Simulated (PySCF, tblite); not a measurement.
# C7H18N2: geometry, infrared bands and NMR shifts

Aim: predict the infrared bands and NMR shifts of C7H18N2 (`CCCNN(CC)CC`).

Programs: tblite 0.8.0 and PySCF 2.14.0, with density-fitted response routines of our own. Each step states its level of theory. These are calculated values for one molecule in the gas phase, unless marked as measured. Atoms count from 0, in the outputs and in this text.

### 1 Starting geometry

27 atoms, charge 0, multiplicity 1; geometry from: force field or distance geometry start.

Bonds of the start (Å): C0–C1 1.53, C1–C2 1.49, C2–N3 1.43, N3–N4 1.35, N4–C5 1.42, C5–C6 1.52, N4–C7 1.40, C7–C8 1.51, C0–H9 1.10, C0–H10 1.09, C0–H11 1.10, C1–H12 1.12, C1–H13 1.10, C2–H14 1.12, C2–H15 1.11, N3–H16 1.01, C5–H17 1.13, C5–H18 1.09, C6–H19 1.11, C6–H20 1.12, C6–H21 1.12, C7–H22 1.13, C7–H23 1.13, C8–H24 1.13, C8–H25 1.10, C8–H26 1.09.

### 2 Geometry optimisation with GFN2-xTB

What the job is given:

```
{"job": {"kind": "relax", "xc": "GFN2-xTB", "basis": "xTB"}, "charge": 0, "multiplicity": 1}
C      3.632100    -0.636500    -0.424100
C      2.172000    -0.757800     0.032400
C      1.610100     0.601900     0.283900
N      0.252200     0.633100     0.717600
N     -0.699600     0.046300    -0.030000
C     -1.299600     0.993800    -0.897500
C     -2.025800     2.043200    -0.079000
C     -1.496600    -0.827900     0.720000
C     -2.260600    -1.885900    -0.041600
H      4.228300    -1.492000    -0.060700
H      4.025500     0.285500     0.015800
H      3.600200    -0.623700    -1.524900
H      1.602400    -1.212700    -0.812600
H      2.125000    -1.460600     0.871200
H      1.656800     1.207800    -0.658000
H      2.253400     1.114100     1.028900
H     -0.002800     1.304700     1.429100
H     -0.486300     1.489800    -1.500000
H     -2.004000     0.607400    -1.631700
H     -2.577500     2.754300    -0.736900
H     -2.745200     1.503200     0.593000
H     -1.271800     2.607400     0.521300
H     -2.139000    -0.238600     1.438900
H     -0.802800    -1.405800     1.397100
H     -2.609500    -2.674900     0.685900
H     -1.606200    -2.407400    -0.753500
H     -3.150900    -1.542100    -0.572300
```

On the command line:

```bash
$ OMP_NUM_THREADS=1 python probes_run.py task.json out
```

One launch serves the whole session: the jobs run in the order shown.

**Question.** This job is followed by: GFN2-xTB harmonic vibrations, gas phase; GIAO PBE0/pcSseg-1 NMR shielding, non-relativistic, gas phase. Predict these results of the whole session: strongest single infrared mode (GFN2-xTB); zero-point energy (GFN2-xTB); 13C shifts against TMS (PBE0/pcSseg-1, means over atoms taken as alike); 1H shifts against TMS (PBE0/pcSseg-1, means over atoms taken as alike); 15N shifts against NH3 (PBE0/pcSseg-1).

**Answer**, as computed:

```
                                                               quantity                                   value
                              strongest single infrared mode (GFN2-xTB)                    2835 cm⁻¹, 98 km/mol
                                           zero-point energy (GFN2-xTB)                          154.4 kcal/mol
13C shifts against TMS (PBE0/pcSseg-1, means over atoms taken as alike)         54.3, 46.7, 26.5, 13.6, 9.0 ppm
 1H shifts against TMS (PBE0/pcSseg-1, means over atoms taken as alike)  3.07, 2.92, 2.63, 1.83, 0.96, 0.91 ppm
                                 15N shifts against NH3 (PBE0/pcSseg-1)                         112.4, 94.0 ppm
```

Over 107 steps the energy fell by 0.914 eV; of the close pairs, N3–N4 changed most, 1.345 to 1.413 Å. All 75 modes are real, so the xTB geometry is a minimum. The strongest single mode, at 2835 cm⁻¹, moves mainly H22. Unscaled tight-binding wavenumbers are off by several per cent, some by more. Its intensities can rank the bands wrongly. At PBE0/pcSseg-1: The widest tensor belongs to N4: span 118 ppm, with a paramagnetic part of -152 ppm.
